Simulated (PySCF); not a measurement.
# CrH4S4 ([Cr(SH)4]2-): the cost of one run

Computed with PySCF 2.14.0 and routines of our own; the level stands in each step. Atoms count from 0.

## 1. The starting structure

9 atoms, charge -2, states of the metal's open shell are computed; geometry from: model start, shaken.

## 2. Geometry optimisation at PBE0-D3(BJ)/def2-TZVP

What the job is given:

```
{"job": {"xc": "PBE0", "basis": "def2-TZVP", "d3": "d3bj", "grid": 1, "maxiter": 45, "solvent": "water", "kind": "geom"}, "charge": -2, "metal": "Cr", "open_shell": "d4"}
Cr     0.000020     0.004480    -0.004110
S      1.537510     1.544050     1.007860
H      0.778610     2.664570     1.121010
S     -1.560180    -1.543520     1.028090
H     -0.776120    -2.658420     1.127950
S     -1.540440     1.530710    -1.029600
H     -2.672990     0.758360    -1.156020
S      1.547350    -1.569880    -1.018670
H      2.646820    -0.780510    -1.166140
```

Started as:

```sh
> OMP_NUM_THREADS=1 python lf_run.py task.json out
```

The driver reads the jobs from task.json and runs them one after another.

**Question.** How long does this first job take on 1 thread of Arm Neoverse V1, shared host, and how much memory does it need?

About 11 min, with a peak of 1.4 GiB.
